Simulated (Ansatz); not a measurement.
# CdSe (Cadmoselite): the cost of one run

Method: DFT PBE, scalar-relativistic, plane waves, PAW, in Ansatz 0.2.0.

The COD entry's cell or inner coordinates are ideal or old and differ from later refinements, so a difference from it is no clean test against experiment.

**1. The starting structure**

Symmetry: P6_3mc, No. 186, hexagonal system. Conventional cell: a = 4.300 Å, b = 4.300 Å, c = 7.020 Å, α = 90.00°, β = 90.00°, γ = 120.00°. Cd (site symmetry 3m) is surrounded by 4 Se at 2.61 to 2.70 Å. Se (site symmetry 3m) is surrounded by 4 Cd at 2.61 to 2.70 Å.

Coordinates:

```cif
data_structure
_symmetry_space_group_name_H-M 'P6_3mc'
_symmetry_Int_Tables_number 186
_cell_length_a 4.3000
_cell_length_b 4.3000
_cell_length_c 7.0200
_cell_angle_alpha 90.000
_cell_angle_beta 90.000
_cell_angle_gamma 120.000
_cell_volume 112.41
loop_
_atom_site_label
_atom_site_type_symbol
_atom_site_symmetry_multiplicity
_atom_site_Wyckoff_symbol
_atom_site_fract_x
_atom_site_fract_y
_atom_site_fract_z
_atom_site_occupancy
Cd1 Cd 2 b 0.33333 0.66667 0.00000 1
Se1 Se 2 b 0.33333 0.66667 0.38500 1
```

**2. First run, at the start cell**

File input.yaml:

```yaml
crystal:
  lattice:
    - [4.3, 0.0, 0.0]
    - [-2.15, 3.7239092363, 0.0]
    - [0.0, 0.0, 7.02]
  atoms:
    - { symbol: Cd, position: [0.3333333333, 0.6666666667, 0.0] }
    - { symbol: Cd, position: [0.6666666667, 0.3333333333, 0.5] }
    - { symbol: Se, position: [0.3333333333, 0.6666666667, 0.385] }
    - { symbol: Se, position: [0.6666666667, 0.3333333333, 0.885] }
basis:
  ecutwfc: 420
  ecutrho_ratio: 4
kpoints:
  mp_grid: { grid: [6, 6, 4] }
hamiltonian:
  xc: pbe
scf:
  occupations: { method: gaussian, width: 0.05 }
output:
  forces: true
  stress: true
  eigenvalues: true
relax:
  f_tol: 0.03
  max_steps: 60
  cell: { stress_tol: 0.3 }
```

Run with:

```console
$ ansatz run input.yaml --threads 2 --pin off --max-ram 5120MiB --backend cpu --events-out ev --progress --plain --runs-dir out
```

Q: Estimate wall time and peak memory on 2 threads of Intel Xeon at 2.50GHz (Skylake/Cascade Lake), shared host.

About 36 s, with a peak of 0.45 GiB.
